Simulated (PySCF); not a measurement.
# C3H6Ge: the cost of one run

The runs use PySCF 2.14.0, with density-fitted response routines of our own; the level of theory stands in each step. All values are computed, except where a source is named. Atoms count from 0, in the outputs and in this text.

### 1 The starting structure

10 atoms, charge 0, multiplicity 1; geometry from: GFN2-xTB. The atoms were then displaced at random by about 0.01 Å, so the start is not that level's minimum.

Bonds of the start (Å): C0–C1 1.24, C1–Ge2 1.91, Ge2–C3 1.91, C0–H4 1.02, Ge2–H5 1.50, Ge2–H6 1.52, C3–H7 1.09, C3–H8 1.11, C3–H9 1.11.

### 2 Relaxing the molecule at PBE0-D3(BJ)/def2-SVP

Job settings and geometry (Å):

```
{"job": {"xc": "PBE0", "basis": "def2-SVP", "d3": "d3bj", "grid": 1, "shake": 0.01, "kind": "geom"}, "charge": 0, "multiplicity": 1}
C      2.185950    -1.581130     0.179090
C      1.407310    -0.638320    -0.002250
Ge     0.179740     0.800330    -0.279360
C     -1.597740     0.231380     0.143000
H      2.829960    -2.362460     0.318560
H      0.336310     1.248000    -1.702060
H      0.660980     1.930260     0.610180
H     -1.915480    -0.585300    -0.506550
H     -1.698540    -0.107020     1.195960
H     -2.338050     1.043340     0.022360
```

On the command line:

```
$ OMP_NUM_THREADS=1 python probes_run.py task.json out
```

The driver reads the jobs from task.json and runs them one after another.

Q: Estimate the wall time and peak memory of this first job on 1 thread of Intel Xeon Platinum 8259CL at 2.50GHz, shared host.

About 36 s, with a peak of 0.42 GiB.
